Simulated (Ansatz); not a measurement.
Mn3Al:

```
Mn Al
1.0
     0.00000    2.85803    2.85803
     2.85803    0.00000    2.85803
     2.85803    2.85803    0.00000
Mn Al
3 1
Cartesian
  0.0000 0.0000 0.0000
  1.4290 1.4290 1.4290
  4.2870 4.2870 4.2870
  2.8580 2.8580 2.8580
```

The cell comes from a database or a generator and needn't be the stable form of this composition.

Base run:

| Property | Result |
| --- | --- |
| Program | Ansatz 0.2.0 |
| Functional | PBEsol |
| Potentials or basis | all-electron LAPW, scalar-relativistic |
| Cutoff | 283 eV (chosen from the basis error) |
| Basis error allowed | 0.002 eV/atom |
| k mesh | 8 × 8 × 8 |
| Occupations | fermi-dirac, width 0.05 eV |
| Spin | collinear spin, ferromagnetic start |
| Starting moments | [4.0, 4.0, 4.0, 0.0] μB |

Its results: pressure -2.6 GPa; net moment 0.00 μB per cell; site moments Mn +2.39, -1.19; Al -0.01 μB.

Problem. The run is repeated on the same cell with these changes: functional from PBEsol to LDA. What comes out?

Solution. Pressure -12.1 GPa; net moment 0.01 μB per cell; site moments Mn +1.99, -0.99; Al -0.01 μB.

LDA binds more tightly than PBEsol, so the same cell stands under less pressure.

Caveats: the starting moments weren't kept.
